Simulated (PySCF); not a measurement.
# Cl: spin, charge, geometry and surroundings

Aim: change spin, charge, geometry, field or solvent of Cl, one at a time, and compare with the base run.

Program: PySCF 2.14.0. Level of theory: method and basis as typed in the scripts. These are calculated values, not measurements.

1 further run of the same task is left out (it didn't finish).

## (1) The atom

Cl: 1 atom, charge 0, spin multiplicity 2.

## (2) The run that the others are compared with

The input, input.py:

```python
from pyscf import gto, scf, cc

mol = gto.M(
    atom='Cl 0 0 0',
    basis='pcseg-2',
    charge=0,
    spin=1,
    symmetry=True,
    verbose=4,
)
mf = scf.ROHF(mol)
mf = mf.density_fit(auxbasis='def2-universal-jkfit')
mf.kernel()
mycc = cc.CCSD(mf, frozen=5)
mycc.kernel()
mf.dip_moment()
print('orbital energies (hartree):', mf.mo_energy[..., max(0, mol.nelec[1]-3):mol.nelec[0]+3].round(4))
```

The run is started by

```console
python input.py
```

Its log is not repeated here.

Base result: E(SCF) = -459.471729 Eh, 6 cycles, E(CCSD) − E(SCF) = -0.17760 Eh.

## (3) PCM, ε = 78.36

Run 1 changes solvent: none (gas phase) → PCM, ε = 78.36; step after the SCF: ccsd → analyze.

The input, input.py:

```python
from pyscf import gto, scf, solvent

mol = gto.M(
    atom='Cl 0 0 0',
    basis='pcseg-2',
    charge=0,
    spin=1,
    symmetry=True,
    verbose=4,
)
mf = scf.ROHF(mol)
mf = mf.density_fit(auxbasis='def2-universal-jkfit')
mf = solvent.PCM(mf)
mf.with_solvent.eps = 78.36
mf.kernel()
mf.analyze()
print('orbital energies (hartree):', mf.mo_energy[..., max(0, mol.nelec[1]-3):mol.nelec[0]+3].round(4))
```

The run is started by

```console
python input.py
```

## (4) Charge -1 (triplet)

Run 2 changes charge: 0 → -1; spin (2S): 1 → 2.

input.py, as its differences from that of step 2:

```diff
@@ -5,4 +5,4 @@
     basis='pcseg-2',
-    charge=0,
-    spin=1,
+    charge=-1,
+    spin=2,
     symmetry=True,
```

## (5) Charge -1 (singlet)

Run 3 changes charge: 0 → -1; spin (2S): 1 → 0.

input.py, as its differences from that of step 2:

```diff
@@ -5,4 +5,4 @@
     basis='pcseg-2',
-    charge=0,
-    spin=1,
+    charge=-1,
+    spin=0,
     symmetry=True,
```

## (6) Charge +1 (triplet)

Run 4 changes charge: 0 → 1; spin (2S): 1 → 2.

input.py, as its differences from that of step 2:

```diff
@@ -5,4 +5,4 @@
     basis='pcseg-2',
-    charge=0,
-    spin=1,
+    charge=1,
+    spin=2,
     symmetry=True,
```

## (7) Quartet

Run 5 changes spin (2S): 1 → 3.

input.py, as its differences from that of step 2:

```diff
@@ -6,3 +6,3 @@
     charge=0,
-    spin=1,
+    spin=3,
     symmetry=True,
```

## (8) Charge +1 (singlet)

Run 6 changes charge: 0 → 1; spin (2S): 1 → 0.

input.py, as its differences from that of step 2:

```diff
@@ -5,4 +5,4 @@
     basis='pcseg-2',
-    charge=0,
-    spin=1,
+    charge=1,
+    spin=0,
     symmetry=True,
```

**Question.** What will these runs give? Wanted: for each run, E(SCF); from base; after the SCF.

The runs gave:

```tsv
run	E(SCF) (hartree)	from base (eV)	cycles	after the SCF
base	-459.471729	0	6	CCSD correlation -4.833 eV, core frozen
PCM, ε = 78.36	-459.473095	-0.0372	7	n/a
charge -1 (triplet)	-459.034067	+11.9094	7	CCSD correlation -5.112 eV, core frozen
charge -1 (singlet)	-459.560740	-2.4221	6	CCSD correlation -5.404 eV, core frozen
charge +1 (triplet)	-459.037264	+11.8224	7	CCSD correlation -4.051 eV, core frozen
quartet	-458.891427	+15.7908	7	CCSD correlation -4.382 eV, core frozen
charge +1 (singlet)	-458.941048	+14.4406	7	CCSD correlation -4.900 eV, core frozen
```

**Reading.** Of the runs whose energies can be compared, “quartet” moves the SCF energy most (+15.791 eV). A continuum solvent with ε = 78.36 lowers the energy by 0.037 eV. At the SCF level, adding an electron (to the triplet) costs 11.91 eV at fixed geometry; correlation, diffuse functions and relaxation can still bind it. At the SCF level, adding an electron (to the singlet) releases 2.42 eV at fixed geometry. At the SCF level, going to the triplet with one electron fewer costs 11.82 eV at fixed geometry, which need not be the lowest ionisation. The quartet solution found lies 15.79 eV above the base doublet at this geometry and level. At the SCF level, going to the singlet with one electron fewer costs 14.44 eV at fixed geometry.
